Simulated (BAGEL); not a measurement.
# HF/aug-cc-pVDZ (density fitting with qzvpp-jkfit) run of AlH2BrF− (SMILES [F][AlH2-][Br])

What is the vertical ionisation energy of AlH2BrF− at HF/aug-cc-pVDZ (density fitting with qzvpp-jkfit)? 

The calculation is run with BAGEL 1.2.2.

12 further runs of the same task are left out: 2 for a known fault of the program, 8 that didn't finish, 2 set aside as unsound or not needed. Runs told in other sessions of the task aren't counted.

## 1. The molecule

AlH2BrF−: 5 atoms, total charge -1, spin state singlet. As SMILES, `[F][AlH2-][Br]`. The shape comes from GFN2-xTB, which is rough for such elements, and wasn't checked as a minimum.

Bond lengths: F1–Al2 1.688 Å, Al2–Br3 2.316 Å, Al2–H4 1.582 Å, Al2–H5 1.583 Å. Angles: F1–Al2–Br3 111.0°, F1–Al2–H4 109.8°, F1–Al2–H5 109.8°, Br3–Al2–H4 106.3°, Br3–Al2–H5 106.2°, H4–Al2–H5 113.6°.

## 2. The energy at HF/aug-cc-pVDZ (density fitting with qzvpp-jkfit)

File hf.json:

```json
{ "bagel": [

{
  "title": "molecule",
  "basis": "aug-cc-pvdz.json",
  "df_basis": "qzvpp-jkfit",
  "angstrom": true,
  "geometry": [
    { "atom": "F", "xyz": [      -1.213430,       0.305530,       1.207960 ] },
    { "atom": "Al", "xyz": [      -0.128150,       0.082510,      -0.066010 ] },
    { "atom": "Br", "xyz": [       1.755180,      -1.067620,       0.637910 ] },
    { "atom": "H", "xyz": [      -0.796400,      -0.806870,      -1.191340 ] },
    { "atom": "H", "xyz": [       0.382800,       1.486460,      -0.588530 ] }
  ]
},

{ "title": "hf", "charge": -1 },

{ "title": "print", "file": "orbitals.molden", "orbitals": true }

]}
```

The basis set aug-cc-pVDZ is read from a file made from the Basis Set Exchange's data (not shown).

Command:

```sh
BAGEL_NUM_THREADS=1 BAGEL hf.json > hf.out
```

Standard output:

```text
* using 1 threads per process

  ===============================================================
  ===============================================================

  *** Geometry ***

  { "atom" : "F", "xyz" : [     -2.293050,      0.577368,      2.282714 ] },
  { "atom" : "Al", "xyz" : [     -0.242168,      0.155921,     -0.124741 ] },
  { "atom" : "Br", "xyz" : [      3.316810,     -2.017509,      1.205475 ] },
  { "atom" : "H", "xyz" : [     -1.504978,     -1.524763,     -2.251306 ] },
  { "atom" : "H", "xyz" : [      0.723387,      2.809002,     -1.112161 ] },

  Number of auxiliary basis functions:      507

  Since a DF basis is specified, we compute 2- and 3-index integrals:
    o Being stored without compression. Storage requirement is 0.044 GB

  Number of basis functions:      104
  Number of electrons      :       59

    * METHOD: MOLECULE                             0.49

  *** RHF ***

  === Nuclear Repulsion ===
   215.0391481393

      * DIIS with orbital gradients will be used.

  === RHF iteration (aug-cc-pvdz.json) ===
      0      -2914.87228554          0.01563588           0.19
      1      -2915.01849756          0.01122446           0.17
      2      -2915.11544129          0.00130425           0.17
      3      -2915.11672714          0.00037624           0.17
      4      -2915.11683405          0.00005432           0.17
      5      -2915.11683764          0.00001460           0.17
      6      -2915.11683792          0.00000292           0.17
      7      -2915.11683794          0.00000056           0.17
      8      -2915.11683794          0.00000013           0.17
      9      -2915.11683794          0.00000004           0.18
     10      -2915.11683794          0.00000001           0.18
     11      -2915.11683794          0.00000000           0.18
    * SCF iteration converged.

    * Permanent dipole moment:
           (   -1.030917,     0.642164,    -0.426006) a.u.

    * METHOD: HF                                   2.57

    * METHOD: PRINT                                0.04

  ===============================================================
```

Wall time 3.3 s (1 thread of Arm Neoverse N1, shared host); peak memory 0.16 GiB.

## 3. Doublet neutral AlH2BrF at the same level

File job.json:

```json
{ "bagel": [

{
  "title": "molecule",
  "basis": "aug-cc-pvdz.json",
  "df_basis": "qzvpp-jkfit",
  "angstrom": "true",
  "geometry": [
    { "atom": "F", "xyz": [      -1.213430,       0.305530,       1.207960 ] },
    { "atom": "Al", "xyz": [      -0.128150,       0.082510,      -0.066010 ] },
    { "atom": "Br", "xyz": [       1.755180,      -1.067620,       0.637910 ] },
    { "atom": "H", "xyz": [      -0.796400,      -0.806870,      -1.191340 ] },
    { "atom": "H", "xyz": [       0.382800,       1.486460,      -0.588530 ] }
  ]
},

{ "title": "uhf", "nopen": 1 },

{ "title": "print", "file": "orbitals.molden", "orbitals": "true" }

]}
```

The basis set aug-cc-pVDZ is read from a file made from the Basis Set Exchange's data (not shown).

Command:

```sh
BAGEL_NUM_THREADS=1 BAGEL job.json > job.out
```

Standard output:

```text
* using 1 threads per process

  ===============================================================
  ===============================================================

  *** Geometry ***

  { "atom" : "F", "xyz" : [     -2.293050,      0.577368,      2.282714 ] },
  { "atom" : "Al", "xyz" : [     -0.242168,      0.155921,     -0.124741 ] },
  { "atom" : "Br", "xyz" : [      3.316810,     -2.017509,      1.205475 ] },
  { "atom" : "H", "xyz" : [     -1.504978,     -1.524763,     -2.251306 ] },
  { "atom" : "H", "xyz" : [      0.723387,      2.809002,     -1.112161 ] },

  Number of auxiliary basis functions:      507

  Since a DF basis is specified, we compute 2- and 3-index integrals:
    o Being stored without compression. Storage requirement is 0.044 GB

  Number of basis functions:      104
  Number of electrons      :       59

    * METHOD: MOLECULE                             0.49

  *** Open-shell HF ***

  === Nuclear Repulsion ===
   215.0391481393

      * DIIS with orbital gradients will be used.

  === UHF iteration (aug-cc-pvdz.json) ===
      0      -2914.69597706          0.03024985           0.35
      1      -2914.82296157          0.02438763           0.35
      2      -2914.88792954          0.01415243           0.35
      3      -2914.93871456          0.00127187           0.35
      4      -2914.93977114          0.00036757           0.35
      5      -2914.94002636          0.00027101           0.35
      6      -2914.94020321          0.00022192           0.35
      7      -2914.94037380          0.00017868           0.35
      8      -2914.94051167          0.00010468           0.35
      9      -2914.94056971          0.00003365           0.35
     10      -2914.94057340          0.00001375           0.35
     11      -2914.94057414          0.00000625           0.35
     12      -2914.94057432          0.00000410           0.35
     13      -2914.94057437          0.00000362           0.35
     14      -2914.94057439          0.00000344           0.35
     15      -2914.94057444          0.00000314           0.35
     16      -2914.94057453          0.00000238           0.35
     17      -2914.94057460          0.00000167           0.35
     18      -2914.94057463          0.00000127           0.35
     19      -2914.94057465          0.00000099           0.35
     20      -2914.94057466          0.00000069           0.35
     21      -2914.94057466          0.00000044           0.35
     22      -2914.94057466          0.00000026           0.35
     23      -2914.94057466          0.00000020           0.35
     24      -2914.94057466          0.00000017           0.35
     25      -2914.94057466          0.00000016           0.35
     26      -2914.94057466          0.00000015           0.35
     27      -2914.94057466          0.00000014           0.35
     28      -2914.94057466          0.00000013           0.35
     29      -2914.94057466          0.00000011           0.35
     30      -2914.94057466          0.00000009           0.35
     31      -2914.94057466          0.00000007           0.35
     32      -2914.94057466          0.00000004           0.35
     33      -2914.94057466          0.00000003           0.35
     34      -2914.94057466          0.00000002           0.35
     35      -2914.94057466          0.00000002           0.35
     36      -2914.94057466          0.00000001           0.35
     37      -2914.94057466          0.00000001           0.35
     38      -2914.94057466          0.00000001           0.35
     39      -2914.94057466          0.00000001           0.35
     40      -2914.94057466          0.00000001           0.35
    * SCF iteration converged.

    * S^2 (UHF) is 0.8155

    * Permanent dipole moment:
           (    0.160162,    -0.437476,     1.249917) a.u.

    * METHOD: UHF                                 14.74

    * METHOD: PRINT                                0.04

  ===============================================================
```

It took 16 s on 1 thread of Arm Neoverse N1, shared host; peak memory 0.16 GiB.

## 4. Outcome

Level: HF/aug-cc-pVDZ (density fitting with qzvpp-jkfit).

```
                                                               quantity           value
                                         singlet AlH2BrF−: total energy  -2915.11684 Eh
                                          singlet AlH2BrF−: HOMO energy        -5.66 eV
                                          singlet AlH2BrF−: LUMO energy         3.43 eV
singlet AlH2BrF−: HOMO–LUMO gap (to an unbound level, set by the basis)         9.09 eV
                                  doublet neutral AlH2BrF: total energy  -2914.94057 Eh
                                 doublet neutral AlH2BrF: dipole moment          3.39 D
                                          doublet neutral AlH2BrF: ⟨S²⟩           0.816
                    vertical detachment energy (to the doublet neutral)        4.796 eV
```

What this shows: The vertical ionisation energy comes to 4.80 eV (463 kJ/mol). −ε(HOMO) before ionisation, 5.66 eV, is 0.86 eV above this ionisation energy.
